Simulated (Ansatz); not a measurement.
# H6OW: the cost of one run

Method: RKS B3LYP-D4/def2-SVP, in Ansatz 0.2.0.

## 1. The starting structure

Bond lengths: W1–O2 2.140 Å, O2–H3 1.010 Å, W1–H4 1.920 Å, W1–H5 1.720 Å, W1–H6 1.720 Å, W1–H7 1.720 Å, W1–H8 1.720 Å. Angles (14 of 16 angles, heavy atoms first): W1–O2–H3 84.1°, O2–W1–H4 39.3°, O2–W1–H5 90.0°, O2–W1–H6 116.5°, O2–W1–H7 90.0°, O2–W1–H8 153.5°, H4–W1–H5 90.0°, H4–W1–H6 155.7°, H4–W1–H7 90.0°, H4–W1–H8 114.3°, H5–W1–H6 90.0°, H5–W1–H7 180.0°, H5–W1–H8 90.0°, H6–W1–H7 90.0°.

As a file:

```xyz
8

W     0.0000    0.0000    0.0000
O     0.9539    0.0000    1.9156
H     0.0444   -0.2814    2.2528
H     1.7505    0.0000    0.7888
H     0.0000    1.7200    0.0000
H    -1.7200    0.0000    0.0000
H     0.0000   -1.7200    0.0000
H     0.0000    0.0000   -1.7200
```

## 2. Pulling towards end A

Springs on the bonds that form and break draw the guess towards this end; the thresholds are loose.

Input file input.yaml:

```yaml
crystal:
  periodic: [false, false, false]
  atoms:
    - { symbol: W, position_ang: [0.0, 0.0, 0.0] }
    - { symbol: O, position_ang: [0.9539, 0.0, 1.9156] }
    - { symbol: H, position_ang: [0.0444, -0.2814, 2.2528] }
    - { symbol: H, position_ang: [1.7505, 0.0, 0.7888] }
    - { symbol: H, position_ang: [0.0, 1.72, 0.0] }
    - { symbol: H, position_ang: [-1.72, 0.0, 0.0] }
    - { symbol: H, position_ang: [0.0, -1.72, 0.0] }
    - { symbol: H, position_ang: [0.0, 0.0, -1.72] }
basis:
  gaussian: { orbitals: def2-SVP }
hamiltonian:
  xc: b3lyp
  dispersion: d4
relax:
  f_tol: 0.15
  max_steps: 25
  restrain:
    - { distance: [1, 3], at: 2.21, k: 30.0 }
    - { distance: [0, 1], at: 1.94, k: 30.0 }
    - { distance: [0, 3], at: 1.72, k: 30.0 }
```

Launch:

```console
ansatz run input.yaml --threads 1 --pin off --max-ram 2048MiB --backend cpu --events-out ev --progress --plain --runs-dir out
```

**Question.** How long does this run take on 1 thread of Arm Neoverse V2, shared host, and how much memory does it need?

About 39 s, with a peak of 0.14 GiB.
